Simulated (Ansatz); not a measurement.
# HBrO+ (doublet): geometry and frequencies at several levels, part 2 of 2

Wanted for HBrO+ (doublet): geometry and frequencies at several levels. Charge +1. Spin multiplicity 2.

Ansatz 0.2.0, Gaussian bases.

**10. Frequencies, PBE-D4/def2-SVP**

File input.yaml:

```yaml
crystal:
  periodic: [false, false, false]
  atoms:
    - { symbol: O, position_ang: [-1.37009744, 0.46686815, 8.607e-05] }
    - { symbol: Br, position_ang: [0.29895567, -0.10946152, 5.281e-05] }
    - { symbol: H, position_ang: [-1.98427823, -0.32685662, 0.01011113] }
magnetization:
  spin_polarized: true
  initial_magnetization: 1
total_charge: 1
basis:
  gaussian: { orbitals: def2-SVP }
hamiltonian:
  xc: pbe
  dispersion: d4
phonons: {}
```

On the command line:

```bash
> ansatz run input.yaml --threads 1 --pin off --max-ram 2560MiB --backend cpu --events-out ev --progress --plain --runs-dir out
```

Log, shortened:

```text
Warning: RAYON_NUM_THREADS=1 ignored (pool sized by the plan → 1); use --threads N
[...]
Functional definition: PBE
[...]
546 factors; their error is unknown
[...]
mean field -72075.15484764 eV, -2648.7130863561 hartree, gradient 1.3e-5 eV, S^2 0.751209; 5 other end points of the search recorded, 0 dependent functions left out
[...]
reference -72075.15486474 eV, -2648.7130869846 hartree; 22, 21 occupied and 29, 30 virtual orbitals, 546 factors
[...]
546 factors; their error is unknown
mean field -72075.15474633 eV, -2648.7130826330 hartree, gradient 1.9e-6 eV, S^2 0.751210; 0 other end points of the search recorded, 0 dependent functions left out
[...]
reference -72075.15476346 eV, -2648.7130832624 hartree; 22, 21 occupied and 29, 30 virtual orbitals, 546 factors
[...]
546 factors; their error is unknown
[...]
546 factors; their error is unknown
mean field -72075.15482016 eV, -2648.7130853463 hartree, gradient 1.6e-6 eV, S^2 0.751208; 0 other end points of the search recorded, 0 dependent functions left out
[...]
reference -72075.15483725 eV, -2648.7130859742 hartree; 22, 21 occupied and 29, 30 virtual orbitals, 546 factors
[...]
546 factors; their error is unknown
mean field -72075.15481991 eV, -2648.7130853372 hartree, gradient 4.6e-7 eV, S^2 0.751209; 0 other end points of the search recorded, 0 dependent functions left out
[...]
reference -72075.15483703 eV, -2648.7130859664 hartree; 22, 21 occupied and 29, 30 virtual orbitals, 546 factors
Total energy: -72075.17827870 eV, -2648.7139474318 hartree
Atom 0 at    -1.370097     0.466868     0.000086 Å, force     0.000576    -0.001428     0.000012 eV/Å
Atom 1 at     0.298956    -0.109462     0.000053 Å, force    -0.001418     0.000449     0.000000 eV/Å
Atom 2 at    -1.984278    -0.326857     0.010111 Å, force     0.000843     0.000979    -0.000013 eV/Å
Dipole moment:    -0.316888    -0.290639     0.003989 e Å
Vibrations: 708.38 1136.49 3401.59 cm⁻¹, zero-point energy 0.325239 eV
```

It took 23 s on 1 thread of Intel Xeon at 2.50GHz (Skylake/Cascade Lake), shared host; peak memory 0.12 GiB.

Harmonic frequencies (cm⁻¹; negative: imaginary): 708, 1136, 3402.

**11. Relaxation, PBE0-D4/def2-TZVPP**

This run stands in another session on the same molecule. It ended at:

```xyz
3

O    -1.3547    0.4502    0.0002
Br    0.2673   -0.1026    0.0001
H    -1.9680   -0.3171    0.0100
```

**12. Relaxation, MP2/def2-TZVPP**

File input.yaml:

```yaml
crystal:
  periodic: [false, false, false]
  atoms:
    - { symbol: O, position_ang: [-1.35469051, 0.45023344, 0.0001984] }
    - { symbol: Br, position_ang: [0.26728775, -0.10261724, 9.416e-05] }
    - { symbol: H, position_ang: [-1.96801724, -0.3170662, 0.00995744] }
magnetization:
  spin_polarized: true
  initial_magnetization: 1
total_charge: 1
basis:
  gaussian: { orbitals: def2-TZVPP }
correlation:
  method: mp2
scf:
  omitted_lower_state_checks: [cluster_reference]
relax:
  f_tol: 0.002
  max_steps: 40
```

On the command line:

```bash
> ansatz run input.yaml --threads 1 --pin off --max-ram 2560MiB --backend cpu --events-out ev --progress --plain --runs-dir out
```

Log, shortened:

```text
Warning: RAYON_NUM_THREADS=1 ignored (pool sized by the plan → 1); use --threads N
[...]
[... 1 set-up line as earlier in the session ...]
[...]
651 factors; integrals over basis functions are off by at most 3.4e-4 eV
[...]
mean field -72041.35205802 eV, -2647.4708567501 hartree, gradient 2.2e-6 eV, S^2 0.766464; 7 other end points of the search recorded, 0 dependent functions left out
10 core orbitals not correlated: weight in the atoms' cores, before any rotation towards them, 1.000 or more for the frozen orbitals, at most 0.000 for the correlated occupied ones
reference -72041.35205802 eV, -2647.4708567501 hartree; 12, 11 occupied and 71, 72 virtual orbitals, 651 factors
second order -13.62262902 eV of doubles, -0.00000000 eV of singles
[...]
relax step   1: F+E_penalty+E_count = -72054.97468704 eV  Δ(F+E_penalty+E_count) = +0.000e0 eV  max|allowed force component| = 5.770e-1 eV/Å  Δτ_max = 0.0000 Å  (266 SCF iters, accepted)
[...]
651 factors; integrals over basis functions are off by at most 3.4e-4 eV
[...]
mean field -72041.35482975 eV, -2647.4709586090 hartree, gradient 2.7e-6 eV, S^2 0.766750; 8 other end points of the search recorded, 0 dependent functions left out
10 core orbitals not correlated: weight in the atoms' cores, before any rotation towards them, 1.000 or more for the frozen orbitals, at most 0.000 for the correlated occupied ones
reference -72041.35482975 eV, -2647.4709586090 hartree; 12, 11 occupied and 71, 72 virtual orbitals, 651 factors
second order -13.62339056 eV of doubles, -0.00000000 eV of singles
[...]
Total energy: -72054.97822031 eV, -2647.9716089779 hartree
Atom 0 at    -1.351017     0.454698     0.000141 Å, force    -0.000538     0.000569    -0.000004 eV/Å
Atom 1 at     0.258977    -0.103377     0.000130 Å, force     0.000387    -0.000306     0.000002 eV/Å
Atom 2 at    -1.963380    -0.320771     0.009978 Å, force     0.000151    -0.000263     0.000002 eV/Å
Dipole moment:    -0.326690    -0.268032     0.003798 e Å
Checks for a lower state left out: cluster_reference
```

It took 88 s on 1 thread of Intel Xeon at 2.50GHz (Skylake/Cascade Lake), shared host; peak memory 0.21 GiB.

The steps of the relaxation:

| step | energy from step 1 (eV) | largest force component (eV/Å) |
| --- | --- | --- |
| 1 | 0.0000 | 0.5770 |
| 2 | -0.0034 | 0.1105 |
| 3 | -0.0035 | 0.0040 |
| 4 | -0.0035 | 0.0006 |

Step 1 is the start.

Before: Bond lengths: O1–Br2 1.714 Å, O1–H3 0.982 Å. Angles: Br2–O1–H3 109.8°.

After: Bond lengths: O1–Br2 1.704 Å, O1–H3 0.988 Å. Angles: Br2–O1–H3 109.2°.

**13. Frequencies, MP2/def2-TZVPP**

File input.yaml:

```yaml
crystal:
  periodic: [false, false, false]
  atoms:
    - { symbol: O, position_ang: [-1.35101718, 0.45469785, 0.00014126] }
    - { symbol: Br, position_ang: [0.25897723, -0.10337714, 0.00013046] }
    - { symbol: H, position_ang: [-1.96338005, -0.32077071, 0.00997829] }
magnetization:
  spin_polarized: true
  initial_magnetization: 1
total_charge: 1
basis:
  gaussian: { orbitals: def2-TZVPP }
correlation:
  method: mp2
scf:
  omitted_lower_state_checks: [cluster_reference]
phonons: {}
```

On the command line:

```bash
> ansatz run input.yaml --threads 1 --pin off --max-ram 2560MiB --backend cpu --events-out ev --progress --plain --runs-dir out
```

Log, shortened:

```text
Warning: RAYON_NUM_THREADS=1 ignored (pool sized by the plan → 1); use --threads N
[...]
[... 1 set-up line as earlier in the session ...]
[...]
651 factors; integrals over basis functions are off by at most 3.4e-4 eV
[...]
mean field -72041.35482992 eV, -2647.4709586152 hartree, gradient 2.6e-6 eV, S^2 0.766750; 7 other end points of the search recorded, 0 dependent functions left out
10 core orbitals not correlated: weight in the atoms' cores, before any rotation towards them, 1.000 or more for the frozen orbitals, at most 0.000 for the correlated occupied ones
reference -72041.35482992 eV, -2647.4709586152 hartree; 12, 11 occupied and 71, 72 virtual orbitals, 651 factors
second order -13.62339056 eV of doubles, -0.00000000 eV of singles
[...]
651 factors; integrals over basis functions are off by at most 3.4e-4 eV
[...]
mean field -72041.35346179 eV, -2647.4709083375 hartree, gradient 2.4e-6 eV, S^2 0.766766; 0 other end points of the search recorded, 0 dependent functions left out
10 core orbitals not correlated: weight in the atoms' cores, before any rotation towards them, 1.000 or more for the frozen orbitals, at most 0.000 for the correlated occupied ones
reference -72041.35346179 eV, -2647.4709083375 hartree; 12, 11 occupied and 71, 72 virtual orbitals, 651 factors
second order -13.62472793 eV of doubles, -0.00000000 eV of singles
[...]
Total energy: -72054.97822048 eV, -2647.9716089842 hartree
Atom 0 at    -1.351017     0.454698     0.000141 Å, force    -0.000538     0.000569    -0.000004 eV/Å
Atom 1 at     0.258977    -0.103377     0.000130 Å, force     0.000387    -0.000306     0.000002 eV/Å
Atom 2 at    -1.963380    -0.320771     0.009978 Å, force     0.000151    -0.000262     0.000002 eV/Å
Dipole moment:    -0.326690    -0.268032     0.003798 e Å
Vibrations: 956.95 1179.11 3513.37 cm⁻¹, zero-point energy 0.350220 eV
Checks for a lower state left out: cluster_reference
```

It took 2.7 min on 1 thread of Intel Xeon at 2.50GHz (Skylake/Cascade Lake), shared host; peak memory 0.21 GiB.

Harmonic frequencies (cm⁻¹; negative: imaginary): 957, 1179, 3513.

**14. The levels compared**

```csv
level,O1–Br2 (Å),rotational constants (MHz),highest frequency (cm⁻¹),CPU time
HF/STO-3G,1.8480,"623110, 10251, 10085",3883,11 s
HF/def2-SVP,1.6835,"695990, 12354, 12138",3910,26 s
LDA/def2-SVP,1.7368,"611180, 11655, 11437",3390,10 s
PBE-D4/def2-SVP,1.7658,"604690, 11299, 11092",3402,11 s
PBE0-D4/def2-TZVPP,1.7136,"641100, 11976, 11757",-,41 s
MP2/def2-TZVPP,1.7040,"628330, 12118, 11889",3513,79 s
```

Constants are for the commonest isotopes at the equilibrium geometry; times are CPU times of the relaxations.

**15. Results**

This closing draws on all 2 parts.

```
                     quantity             value
     O1–Br2 at MP2/def2-TZVPP           1.704 Å
frequencies at MP2/def2-TZVPP  957 to 3513 cm⁻¹
```

The O–Br distance spreads over 0.164 Å, from HF/def2-SVP (shortest) to HF/STO-3G. No mode is imaginary, so the geometry is a minimum.
